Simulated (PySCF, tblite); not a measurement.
# C6H13B: geometry, infrared bands and NMR shifts

Aim: predict the infrared bands and NMR shifts of C6H13B (`BC(=C)C(C)(C)C`).

Programs: tblite 0.8.0 and PySCF 2.14.0, with density-fitted response routines of our own. Each step states its level of theory. These are calculated values for one molecule in the gas phase, unless marked as measured. Atoms are numbered from 0 throughout.

### 1 The starting structure

20 atoms, charge 0, multiplicity 1; geometry from: force field or distance geometry start.

Bonds of the start (Å): B0–C1 1.60, C1–C2 1.35, C1–C3 1.54, C3–C4 1.54, C3–C5 1.55, C3–C6 1.54, B0–H7 1.17, B0–H8 1.18, C2–H9 1.07, C2–H10 1.09, C4–H11 1.12, C4–H12 1.12, C4–H13 1.12, C5–H14 1.11, C5–H15 1.11, C5–H16 1.12, C6–H17 1.12, C6–H18 1.10, C6–H19 1.11.

### 2 Optimising the geometry with GFN2-xTB

The job: settings as JSON, then the geometry in Å.

```
{"job": {"kind": "relax", "xc": "GFN2-xTB", "basis": "xTB"}, "charge": 0, "multiplicity": 1}
B      2.212400    -0.703200    -0.013000
C      1.032600     0.376100     0.067300
C      1.420900     1.653200     0.246100
C     -0.438500    -0.073500    -0.034500
C     -1.444900     1.089600     0.087900
C     -0.757700    -1.074300     1.111600
C     -0.669000    -0.772500    -1.389200
H      1.974000    -1.843300    -0.152500
H      3.340700    -0.371200     0.066200
H      2.456400     1.933500     0.315100
H      0.701100     2.470400     0.314800
H     -2.493400     0.719100     0.003500
H     -1.350900     1.611000     1.069000
H     -1.281900     1.823400    -0.742900
H     -1.823300    -1.374600     1.086800
H     -0.139900    -1.993000     1.045700
H     -0.550800    -0.601100     2.104900
H     -0.054900    -1.699500    -1.483000
H     -0.409000    -0.085900    -2.213700
H     -1.729100    -1.073400    -1.493100
```

Started as:

```console
OMP_NUM_THREADS=1 python probes_run.py task.json out
```

One launch serves the whole session: the jobs run in the order shown.

Log:

```text
step      E/eV     max force
  0    -562.29296    0.982
  1    -562.38572    0.501
  2    -562.42293    0.469
  3    -562.43631    0.322
  4    -562.44600    0.168
  5    -562.45023    0.158
  6    -562.45718    0.234
  7    -562.46165    0.137
  8    -562.46302    0.067
  9    -562.46350    0.051
 10    -562.46386    0.050
 11    -562.46420    0.045
 12    -562.46447    0.041
 13    -562.46471    0.035
 14    -562.46494    0.041
 15    -562.46519    0.050
 16    -562.46539    0.035
 17    -562.46552    0.029
 18    -562.46562    0.020
 19    -562.46572    0.030
 20    -562.46580    0.027
 21    -562.46586    0.014
 22    -562.46588    0.011
 23    -562.46590    0.010
 24    -562.46593    0.013
 25    -562.46596    0.014
 26    -562.46599    0.015
 27    -562.46603    0.017
 28    -562.46608    0.018
 29    -562.46614    0.029
 30    -562.46621    0.033
 31    -562.46627    0.021
 32    -562.46630    0.012
 33    -562.46632    0.013
 34    -562.46634    0.015
 35    -562.46637    0.017
 36    -562.46640    0.012
 37    -562.46642    0.010
 38    -562.46645    0.009
```

Wall time 0.35 s (1 thread of Arm Neoverse N1, shared host); peak memory 0.18 GiB.

The steps of the relaxation: (not every step is listed)

| step | energy from step 0 (eV) | largest force (eV/Å) |
| --- | --- | --- |
| 0 | 0.0000 | 0.9818 |
| 1 | -0.0928 | 0.5010 |
| 2 | -0.1300 | 0.4686 |
| 3 | -0.1434 | 0.3220 |
| 4 | -0.1530 | 0.1678 |
| 5 | -0.1573 | 0.1582 |
| 6 | -0.1642 | 0.2336 |
| 7 | -0.1687 | 0.1369 |
| 8 | -0.1701 | 0.0670 |
| 10 | -0.1709 | 0.0498 |
| 12 | -0.1715 | 0.0408 |
| 14 | -0.1720 | 0.0414 |
| 16 | -0.1724 | 0.0353 |
| 18 | -0.1727 | 0.0201 |
| 20 | -0.1728 | 0.0272 |
| 22 | -0.1729 | 0.0114 |
| 24 | -0.1730 | 0.0127 |
| 26 | -0.1730 | 0.0149 |
| 28 | -0.1731 | 0.0177 |
| 30 | -0.1733 | 0.0325 |
| 32 | -0.1733 | 0.0117 |
| 33 | -0.1734 | 0.0126 |
| 34 | -0.1734 | 0.0152 |
| 35 | -0.1734 | 0.0170 |
| 36 | -0.1734 | 0.0121 |
| 37 | -0.1735 | 0.0103 |
| 38 | -0.1735 | 0.0095 |

Distances of close pairs at the start and the end, largest changes first:

| bond | before (Å) | after (Å) | change (Å) |
| --- | --- | --- | --- |
| B0–C1 | 1.601 | 1.552 | -0.049 |
| C4–H13 | 1.120 | 1.088 | -0.033 |
| C5–H16 | 1.120 | 1.089 | -0.031 |
| C6–H17 | 1.116 | 1.086 | -0.030 |
| C4–H12 | 1.115 | 1.088 | -0.027 |
| C4–H11 | 1.115 | 1.088 | -0.027 |
| C5–H15 | 1.109 | 1.086 | -0.023 |
| C3–C5 | 1.555 | 1.535 | -0.020 |

The end geometry stands in the next job.

### 3 Infrared spectrum with GFN2-xTB

The job: settings as JSON, then the geometry in Å.

```
{"job": {"kind": "ir", "xc": "GFN2-xTB", "basis": "xTB"}, "charge": 0, "multiplicity": 1}
B      2.155267    -0.718914    -0.014270
C      1.027085     0.343674     0.074522
C      1.376299     1.626355     0.239521
C     -0.435601    -0.075584    -0.023728
C     -1.417948     1.094852     0.082516
C     -0.739442    -1.059891     1.113702
C     -0.656880    -0.764078    -1.377241
H      1.943407    -1.860229    -0.155863
H      3.267808    -0.365364     0.063310
H      2.414469     1.908555     0.307577
H      0.675012     2.441771     0.313973
H     -2.437267     0.721924     0.003955
H     -1.320727     1.604213     1.038614
H     -1.261705     1.812513    -0.719675
H     -1.776827    -1.384417     1.061844
H     -0.101455    -1.936386     1.053177
H     -0.573951    -0.583425     2.078341
H     -0.016818    -1.634934    -1.481895
H     -0.433096    -0.075919    -2.190418
H     -1.692779    -1.084040    -1.470999
```

Log:

```text
mode    cm-1     km/mol
  1      25.7      1.23
  2     137.1      0.14
  3     173.0      0.01
  4     224.0      0.03
  5     259.8      1.03
  6     266.6      0.23
  7     311.8      0.01
  8     344.5      0.29
  9     371.9      0.10
 10     379.0      0.07
 11     439.2      0.21
 12     479.7      0.56
 13     483.7      0.43
 14     689.3      0.08
 15     704.6      4.88
 16     832.3    156.72
 17     853.4     14.70
 18     880.6      6.47
 19     929.7     31.23
 20     957.2      5.62
 21     959.9      1.05
 22     964.0      2.43
 23     964.5      7.07
 24    1034.3      0.00
 25    1036.4      0.28
 26    1153.5     21.91
 27    1223.6     27.24
 28    1231.0     14.81
 29    1236.4     21.05
 30    1301.0     59.50
 31    1402.2      2.20
 32    1402.9      4.24
 33    1417.1      3.55
 34    1427.5      1.96
 35    1490.2      0.05
 36    1495.4      0.08
 37    1501.0      2.34
 38    1503.7      0.91
 39    1515.0      1.76
 40    1522.5      3.95
 41    1628.9     31.98
 42    2638.0    116.61
 43    2660.8    149.69
 44    3019.7     11.26
 45    3020.4      1.48
 46    3024.3      2.32
 47    3025.6     40.14
 48    3028.7     91.58
 49    3032.9     90.10
 50    3037.2     32.11
 51    3056.0      3.18
 52    3060.3     47.62
 53    3093.9     27.74
 54    3108.8     41.64
```

Wall time 0.96 s (1 thread of Arm Neoverse N1, shared host); peak memory 0.18 GiB.

The strongest bands and the atoms that carry them (share of the mass-weighted mode):

| cm⁻¹ | km/mol | atoms |
| --- | --- | --- |
| 832 | 156.7 | H7 34 %, H8 30 %, B0 26 % |
| 1301 | 59.5 | C3 36 %, C1 28 % |
| 2638 | 116.6 | H8 50 %, H7 45 % |
| 2661 | 149.7 | H7 47 %, H8 42 %, B0 11 % |
| 3029 | 91.6 | H14 32 %, H19 30 % |
| 3033 | 90.1 | H12 33 %, H13 31 %, H16 10 % |
| 3060 | 47.6 | H15 51 %, H17 41 % |
| 3109 | 41.6 | H9 46 %, H10 44 % |

### 4 Nuclear shieldings: PBE0/pcSseg-1

Same as in step 3 but for these lines:

```diff
@@ -1,2 +1,2 @@
-{"job": {"kind": "ir", "xc": "GFN2-xTB", "basis": "xTB"}, "charge": 0, "multiplicity": 1}
+{"job": {"kind": "nmr", "xc": "PBE0", "basis": "pcSseg-1"}, "charge": 0, "multiplicity": 1}
 B      2.155267    -0.718914    -0.014270
```

Method: GIAO PBE0/pcSseg-1 NMR shielding, non-relativistic, gas phase.

Log:

```text
coarse grid: 15664 points
cycle   1  E = -260.8057794280  dE =  5.009e-01  |g| = 4.407e-01  |ddm| = 3.732e+00
cycle   2  E = -260.7941258769  dE =  1.165e-02  |g| = 4.970e-01  |ddm| = 9.218e-01
cycle   3  E = -260.8596646584  dE = -6.554e-02  |g| = 8.432e-02  |ddm| = 5.619e-01
cycle   4  E = -260.8611452468  dE = -1.481e-03  |g| = 3.430e-02  |ddm| = 9.875e-02
cycle   5  E = -260.8614288050  dE = -2.836e-04  |g| = 8.585e-03  |ddm| = 3.478e-02
cycle   6  E = -260.8614507421  dE = -2.194e-05  |g| = 1.911e-03  |ddm| = 1.053e-02
cycle   7  E = -260.8614515502  dE = -8.082e-07  |g| = 4.076e-04  |ddm| = 1.625e-03
final grid: 148296 points
cycle   8  E = -260.9053241548  dE = -9.059e-05  |g| = 9.594e-03  |ddm| = 6.158e-02
cycle   9  E = -260.9053175270  dE =  6.628e-06  |g| = 1.087e-02  |ddm| = 2.025e-02
cycle  10  E = -260.9053487680  dE = -3.124e-05  |g| = 1.249e-03  |ddm| = 1.144e-02
cycle  11  E = -260.9053490998  dE = -3.318e-07  |g| = 4.875e-04  |ddm| = 1.607e-03
cycle  12  E = -260.9053491532  dE = -5.340e-08  |g| = 1.572e-04  |ddm| = 4.828e-04
cycle  13  E = -260.9053491602  dE = -7.066e-09  |g| = 3.866e-05  |ddm| = 1.880e-04
cycle  14  E = -260.9053491606  dE = -3.458e-10  |g| = 7.608e-06  |ddm| = 3.589e-05
converged SCF energy = -260.9053491606

GIAO shielding tensors (ppm)
atom      isotropic    diamagn.    paramagn.     s11        s22        s33       span
  0 B       25.110     194.623    -169.513    -27.026    -20.080    122.435    149.461
  1 C       10.501     257.792    -247.291    -99.342    -40.594    171.438    270.780
  2 C       33.288     254.424    -221.136    -74.420     23.716    150.568    224.988
  3 C      148.129     242.171     -94.042    140.344    150.266    153.777     13.434
  4 C      156.907     248.782     -91.875    142.622    148.386    179.714     37.092
  5 C      154.747     248.597     -93.850    139.033    141.560    183.648     44.615
  6 C      154.737     248.605     -93.868    139.015    141.565    183.630     44.615
  7 H       24.179      31.545      -7.367     16.264     26.676     29.596     13.332
  8 H       24.752      30.780      -6.028     19.367     27.438     27.451      8.085
  9 H       25.144      30.552      -5.408     22.902     24.325     28.205      5.303
 10 H       24.788      32.940      -8.152     19.905     23.558     30.902     10.997
 11 H       30.640      31.625      -0.985     27.018     29.242     35.659      8.641
 12 H       30.471      32.275      -1.804     27.120     27.843     36.450      9.330
 13 H       30.474      32.278      -1.804     27.128     27.843     36.451      9.324
 14 H       30.667      31.792      -1.125     27.140     28.437     36.423      9.282
 15 H       29.982      32.035      -2.053     25.612     28.224     36.108     10.495
 16 H       30.908      31.695      -0.787     27.048     28.818     36.858      9.810
 17 H       29.983      32.033      -2.051     25.612     28.227     36.110     10.498
 18 H       30.908      31.698      -0.790     27.049     28.819     36.856      9.807
 19 H       30.666      31.792      -1.126     27.142     28.435     36.421      9.279
```

Wall time 45 s (1 thread of Arm Neoverse N1, shared host); peak memory 0.85 GiB.

The references, computed at this level on geometries of the same kind, shield at (ppm): ¹H TMS 31.72, ¹³C TMS 186.9, ¹¹B BF3·OEt2 100.1. Their shielding less the atom's gives the shift. The references are single molecules in the gas phase. Atoms listed in one row are averaged.

| atoms | environment | σ (ppm) | δ (ppm) | δ scaled to CDCl3 |
| --- | --- | --- | --- | --- |
| C1 | fully substituted alkene carbon | 10.5 | 176.4 | 170.3 |
| C2 | terminal =CH2 carbon | 33.3 | 153.6 | 148.0 |
| C3 | allylic quaternary sp3 carbon | 148.1 | 38.8 | 36.0 |
| C4, C5, C6 | methyl carbon | 155.5 | 31.5 | 28.8 |
| H7, H8 | hydrogen on a boron bonded to C | 24.47 | 7.25 | – |
| H10 | hydrogen on a terminal =CH2 carbon | 24.79 | 6.93 | 6.64 |
| H9 | hydrogen on a terminal =CH2 carbon | 25.14 | 6.57 | 6.30 |
| H11, H12, H13, H14, H15 and 4 more | hydrogen on a methyl carbon | 30.52 | 1.20 | 1.23 |
| B0 | boron bonded to C, 2 H | 25.1 | 75.0 | – |

The scaled column applies a straight-line fit of computed shieldings to shifts measured in CDCl3 (root-mean-square error 0.16 ppm for H, 1.9 ppm for C).

Charges from the same density, by scheme (e):

| atoms | Mulliken | IAO | Hirshfeld | ESP fit |
| --- | --- | --- | --- | --- |
| B0 | 0.18 | 0.00 | 0.13 | 0.28 |
| C1 | -0.33 | -0.11 | -0.06 | -0.13 |
| C2 | -0.05 | -0.24 | -0.06 | -0.43 |
| C3 | -0.57 | 0.05 | 0.03 | 0.74 |
| C4, C5, C6 | -0.15 | -0.41 | -0.12 | -0.60 |

Mayer bond orders: B0–C1 1.03, C1–C2 1.92, C1–C3 0.92, C3–C4 1.05, C3–C5 1.01, C3–C6 1.01.

### 5 What came out

| quantity | value |
| --- | --- |
| strongest single infrared mode (GFN2-xTB) | 832 cm⁻¹, 157 km/mol |
| zero-point energy (GFN2-xTB) | 108.6 kcal/mol |
| ¹³C shifts against TMS (PBE0/pcSseg-1, means over atoms taken as alike) | 176.4, 153.6, 38.8, 31.5 ppm |
| ¹H shifts against TMS (PBE0/pcSseg-1, means over atoms taken as alike) | 7.25, 6.93, 6.57, 1.20 ppm |
| ¹¹B shifts against BF3·OEt2 (PBE0/pcSseg-1) | 75.0 ppm |

**Reading.** Relaxing lowered the energy by 0.173 eV in 38 steps; the close pair that moved most is B0–C1, from 1.601 to 1.552 Å. No mode is imaginary among the 54: a minimum at this level. The strongest single mode, at 832 cm⁻¹, is spread over several atoms, H7, H8, B0 among them. GFN2-xTB is a fitted tight-binding method: band positions and strengths are rough. Its intensities can rank the bands wrongly. At PBE0/pcSseg-1: The largest span, 271 ppm, is at C1, where the paramagnetic term is -247 ppm.
